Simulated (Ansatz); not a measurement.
**Molecular dynamics of WC**

Input file:

```yaml
accuracy: low
crystal:
  lattice:
    - [-3.033795, -5.254686, 0.0]
    - [4.550692, -2.627343, 0.0]
    - [0.0, 0.0, 5.936649]
  atoms:
    - { symbol: W, position: [0.75, 0.5, 0.0] }
    - { symbol: C, position: [0.5, 0.6666667, 0.25] }
    - { symbol: W, position: [0.75, 0.5, 0.5] }
    - { symbol: C, position: [0.5, 0.6666667, 0.75] }
    - { symbol: W, position: [0.5, 0.0, 0.0] }
    - { symbol: C, position: [0.25, 0.1666667, 0.25] }
    - { symbol: W, position: [0.5, 0.0, 0.5] }
    - { symbol: C, position: [0.25, 0.1666667, 0.75] }
    - { symbol: W, position: [0.25, 0.5, 0.0] }
    - { symbol: C, position: [0.0, 0.6666667, 0.25] }
    - { symbol: W, position: [0.25, 0.5, 0.5] }
    - { symbol: C, position: [0.0, 0.6666667, 0.75] }
    - { symbol: W, position: [0.0, 0.0, 0.0] }
    - { symbol: C, position: [0.75, 0.1666667, 0.25] }
    - { symbol: W, position: [0.0, 0.0, 0.5] }
    - { symbol: C, position: [0.75, 0.1666667, 0.75] }
basis:
  ecutwfc: 420.0
kpoints:
  mp_grid: { grid: [2, 2, 2] }
hamiltonian:
  xc: pbe
  pseudopotentials: { kind: paw, azcp: { folder: soft_1 } }
scf:
  occupations: { method: fermi_dirac, width: 0.3 }
  lower_state_search: "off"
md:
  timestep: 1.5
  n_steps: 340
  ensemble: nvt_langevin
  temperature: 300.0
  initial_velocities: maxwell_boltzmann
  seed: 384716
  friction: 0.02
  temperature_schedule: [{ n_steps: 340, end_temperature: 3500.0 }]
```

Launched with:

```bash
$ ansatz run input.yaml --threads 1 --pin off --max-ram 3072MiB --backend cpu --events-out ev --progress --plain --runs-dir out
```

It starts from a structure without forces on its atoms.

Output, in part (step lines):

```
md step     0: t =     0.00 fs  T =   281.2 K (target 300.0 K)  F+E_penalty+E_count = -85094.70064798 eV  E_kin = 0.581670 eV  (8 SCF iters)
md step     1: t =     1.50 fs  T =   298.9 K (target 304.7 K)  F+E_penalty+E_count = -85094.69469631 eV  E_kin = 0.618250 eV  (6 SCF iters)
md step     2: t =     3.00 fs  T =   259.8 K (target 314.1 K)  F+E_penalty+E_count = -85094.67716908 eV  E_kin = 0.537216 eV  (6 SCF iters)
md step     3: t =     4.50 fs  T =   252.9 K (target 323.5 K)  F+E_penalty+E_count = -85094.65051222 eV  E_kin = 0.523120 eV  (6 SCF iters)
md step     4: t =     6.00 fs  T =   258.7 K (target 332.9 K)  F+E_penalty+E_count = -85094.61639328 eV  E_kin = 0.535100 eV  (6 SCF iters)
md step     5: t =     7.50 fs  T =   246.4 K (target 342.4 K)  F+E_penalty+E_count = -85094.57523108 eV  E_kin = 0.509664 eV  (5 SCF iters)
md step     6: t =     9.00 fs  T =   230.8 K (target 351.8 K)  F+E_penalty+E_count = -85094.52938826 eV  E_kin = 0.477321 eV  (5 SCF iters)
md step     7: t =    10.50 fs  T =   242.7 K (target 361.2 K)  F+E_penalty+E_count = -85094.48096146 eV  E_kin = 0.501843 eV  (5 SCF iters)
[... lines left out ...]
md step   339: t =   508.50 fs  T =  2415.5 K (target 3485.9 K)  F+E_penalty+E_count = -85088.48355287 eV  E_kin = 4.995656 eV  (6 SCF iters)
md step   340: t =   510.00 fs  T =  2499.1 K (target 3495.3 K)  F+E_penalty+E_count = -85088.55420660 eV  E_kin = 5.168603 eV  (7 SCF iters)
```

The steps, from the saved trajectory:

```tsv
time (fs)	T (K)	potential energy less start (eV)
0.0	281	0.000
16.5	215	0.380
33.0	283	0.442
49.5	290	0.626
66.0	572	0.657
82.5	672	0.796
99.0	585	1.284
115.5	740	1.270
132.0	1074	1.280
148.5	828	2.047
165.0	1005	1.760
181.5	1414	2.132
198.0	1060	2.759
214.5	1289	3.488
231.0	1800	3.358
247.5	1407	3.319
264.0	1794	2.980
280.5	1778	2.974
297.0	1490	3.547
313.5	2234	3.459
330.0	2323	4.519
346.5	1487	4.710
363.0	2024	4.431
379.5	2198	4.884
396.0	2653	3.116
412.5	2541	2.921
429.0	2071	4.315
445.5	3207	3.686
462.0	3047	5.120
478.5	2842	6.385
495.0	2750	7.326
```

All steps were run. The schedule's set-point averaged 2700 K over the second half and the system 2345 K. A run of 0.51 ps of so small a system gives no equilibrium averages. Limits of this set-up: coarse k mesh, low accuracy level.

Mean squared displacements from the first frame to the last, about the centre of mass: W 0.06 Å², C 0.07 Å².

Last frame:

```xyz
16
Lattice="-3.0338 -5.2547 0.0000 4.5507 -2.6273 0.0000 0.0000 0.0000 5.9366" Properties=species:S:1:pos:R:3
W -0.002 -4.973 0.342
C 1.580 -4.803 1.636
W -0.029 -5.163 3.374
C 1.583 -4.275 4.680
W -1.440 -2.455 0.197
C 0.155 -1.662 1.831
W -1.517 -2.686 3.207
C -0.063 -1.978 4.816
W 1.880 -2.465 0.391
C 3.001 -1.785 1.959
W 1.744 -2.668 3.403
C 3.065 -1.860 4.702
W 0.265 -0.160 0.412
C -1.416 -4.563 1.825
W 0.127 -0.230 3.128
C -1.590 -4.509 4.661
```

Time of the run: 30 min on 1 thread of Intel(R) Xeon(R) Platinum 8259CL CPU @ 2.50GHz (Skylake/Cascade Lake), with other jobs on the host, peak memory 0.71 GiB.
